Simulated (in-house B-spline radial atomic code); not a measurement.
# Kr¹⁶⁺: levels and lines by CI+MBPT

Which levels has Kr¹⁶⁺, how pure are their terms, and how much do the corrections beyond plain CI move them?

The numbers are computed with an in-house B-spline radial atomic code, version 1 (configuration interaction of two valence electrons in the frozen-core Dirac-Hartree-Fock potential, then with screened core-valence correlation, Breit and QED (CI+MBPT), no-pair Dirac, B-spline basis), except any that are marked as measured or tabulated.

## Step 1: The atom as given

```
element : krypton (Z = 36)
charge  : +16
core    : [Ne] 3s2 3p6
nucleus : mass number 84, rms radius 4.188 fm
```

## Step 2: The run, and its levels

Input settings, with the grid that the program derived:

```ini
basis_form = 3
Z = 36
core_configuration = [Ne] 3s2 3p6
rms_radius = 4.1884
mass_number = 84
speed_of_light = 137.035999084
box_radius = 5.0
lmax = 6
intervals = 60
virtual_cutoff = 2592.0
```

The run is started by

```
> python run_mb.py task.json out
```

The settings stand in task.json.

From the run's result record (rounded, not every field):

```text
{
  "status": "converged",
  "ion": ["3d3/2", -23.55613521, -23.45716667],
  "complete_below [hartree]": -42.49643742,
  "lowest_core_excitation [hartree]": 3.29019,
  "mean_screening": {"0": -0.0123, "1": -0.137, "2": -0.0219, "3": -0.0124, "4": -0.00468, "5": -0.0108, "6": -0.00332},
  "ci_size": 2746,
  "levels [hartree (two-electron valence energies)]": [
    {"J": 2, "odd": 0, "e": -45.2931008, "e_ci": -45.0169766, "match": 1.0, "conf": [["3d2", 0.999]], "term": "3F", "term_weight": 0.96, "jj": "3/2,3/2", "g": 0.67958},
    {"J": 3, "odd": 0, "e": -45.2441195, "e_ci": -44.9666209, "match": 1.0, "conf": [["3d2", 0.999]], "term": "3F", "term_weight": 1.0, "jj": "3/2,5/2", "g": 1.0835},
    {"J": 4, "odd": 0, "e": -45.1942302, "e_ci": -44.9141706, "match": 1.0, "conf": [["3d2", 0.999]], "term": "3F", "term_weight": 0.984, "jj": "5/2,5/2", "g": 1.2465},
    {"J": 2, "odd": 0, "e": -45.0941763, "e_ci": -44.8058275, "match": 0.998, "conf": [["3d2", 0.999]], "term": "1D", "term_weight": 0.651, "jj": "3/2,5/2", "g": 1.1478},
    {"J": 0, "odd": 0, "e": -45.0850848, "e_ci": -44.7935205, "match": 1.0, "conf": [["3d2", 0.999]], "term": "3P", "term_weight": 0.981, "jj": "3/2,3/2"},
    {"J": 1, "odd": 0, "e": -45.0622482, "e_ci": -44.7699751, "match": 1.0, "conf": [["3d2", 0.999]], "term": "3P", "term_weight": 1.0, "jj": "3/2,5/2", "g": 1.5012},
    {"J": 2, "odd": 0, "e": -45.0106555, "e_ci": -44.7176239, "match": 0.998, "conf": [["3d2", 0.999]], "term": "3P", "term_weight": 0.682, "jj": "5/2,5/2", "g": 1.3394},
    {"J": 4, "odd": 0, "e": -44.9760505, "e_ci": -44.6873688, "match": 1.0, "conf": [["3d2", 0.998]], "term": "1G", "term_weight": 0.984, "jj": "3/2,5/2", "g": 1.0041},
    {"J": 0, "odd": 0, "e": -44.6026408, "e_ci": -44.3161319, "match": 1.0, "conf": [["3d2", 0.997]], "term": "1S", "term_weight": 0.981, "jj": "5/2,5/2"}
  ]
}
```

Wall time 94 s (1 thread, shared host).

Fields of a level: J, parity (odd), the two-electron energy e with all corrections and e_ci from plain CI (hartree), match between the two, leading configurations in the ion's orbitals, term and its weight, jj label, Landé g.

Levels above complete_below are not shown. The record's own labels can count the outer n one higher than the tables below, which number each series by energy.

## Step 3: The levels above the ground level

Levels in cm⁻¹ above the lowest (the lowest of the complete part); the outer n of a series is counted by energy.

```
  level  purity      g      CI  CI+MBPT
3d2 3F2    0.96  0.680       0        0
3d2 3F3    1.00  1.083   11052    10750
3d2 3F4    0.98  1.246   22563    21700
3d2 1D2    0.65  1.148   46342    43659
3d2 3P0    0.98      -   49043    45654
3d2 3P1    1.00  1.501   54211    50666
3d2 3P2    0.68  1.339   65700    61990
3d2 1G4    0.98  1.004   72341    69584
3d2 1S0    0.98      -  153818   151538
```

## Step 4: Matrix elements and lines

The record's fields for this part:

```text
{
  "transitions": [
    ["E2", 1, 0, -0.058526, -0.063949],
    ["E2", 2, 0, 0.0015359, 0.001628],
    ["E2", 2, 1, -0.055552, -0.060804],
    ["E2", 3, 0, -0.063794, -0.069634],
    ["E2", 3, 1, -0.070038, -0.076386],
    ["E2", 3, 2, -0.1755, -0.19166],
    ["E2", 4, 0, 0.14586, 0.15946],
    ["E2", 4, 3, -0.073756, -0.080532],
    ["E2", 5, 0, 0.13171, 0.14385],
    ["E2", 5, 1, 0.19824, 0.21666],
    ["E2", 5, 3, 0.13739, 0.15008],
    ["E2", 6, 0, 0.029116, 0.031739],
    ["E2", 6, 1, 0.12116, 0.13226],
    ["E2", 6, 2, 0.21208, 0.23164],
    ["E2", 6, 3, -0.030148, -0.032782],
    ["E2", 6, 4, 0.10353, 0.11303],
    ["E2", 6, 5, 0.15222, 0.16616],
    ["E2", 7, 0, -0.038061, -0.041419],
    ["E2", 7, 1, -0.0086342, -0.0092341],
    ["E2", 7, 2, 0.04771, 0.052159],
    ["E2", 7, 3, 0.1337, 0.14586],
    ["E2", 7, 6, 0.13571, 0.14798],
    ["E2", 8, 0, 0.023826, 0.026061],
    ["E2", 8, 3, -0.17344, -0.1891],
    ["E2", 8, 6, -0.14206, -0.15492],
    ["M1", 1, 0, -2.5338, "-"],
    ["M1", 2, 1, -2.5806, "-"],
    ["M1", 3, 0, -0.36896, "-"],
    ["M1", 3, 1, 0.46468, "-"],
    ["M1", 5, 0, 0.048213, "-"],
    ["M1", 5, 3, -0.89101, "-"],
    ["M1", 5, 4, -1.4025, "-"],
    ["M1", 6, 0, -0.085606, "-"],
    ["M1", 6, 1, 0.22311, "-"],
    ["M1", 6, 3, -1.3032, "-"],
    ["M1", 6, 5, -1.308, "-"],
    ["M1", 7, 1, -0.33135, "-"],
    ["M1", 7, 2, 0.42431, "-"],
    ["M1", 8, 5, -0.19647, "-"]
  ]
}
```

Each row: multipole, upper and lower level (counted from 0 in the list of levels), and the reduced element with and without core polarisation (atomic units; M1 in Bohr magnetons).

Fast lines, those to the lowest four levels preferred:

```
kind    upper    lower  wavelength (nm)  rate (1/s)  gf
  M1  3d2 1D2  3d2 3F2           229.05    6.11e+01   -
  M1  3d2 1G4  3d2 3F3           169.97    6.70e+01   -
  M1  3d2 1G4  3d2 3F4           208.83    5.92e+01   -
  M1  3d2 3P2  3d2 1D2           545.53    5.64e+01   -
  M1  3d2 1S0  3d2 3P1           99.135    1.07e+03   -
```

## Step 5: Results

| quantity | value |
| --- | --- |
| ground level | 3d2 3F2 |
| ionisation energy | 591.49 eV (plain CI 586.67 eV) |
| first excited level | 3d2 3F3 at 10750 cm⁻¹ |
| largest CI block | 2746 |
| tabulated theoretical ionisation energy | 591.00 ± 3 eV (NIST Atomic Spectra Database, ionization energies) |

In words: The ground level is 3d2 3F2; the corrections beyond plain CI change the ionisation energy by +4.8 eV, to 591.49 eV. The lowest 9 levels have a mean term purity of 0.91, though 2 of them mix. The tabulated theoretical ionisation energy is 591.00 ± 3 eV, so the final value is off by +0.083 %, within the tabulated uncertainty.
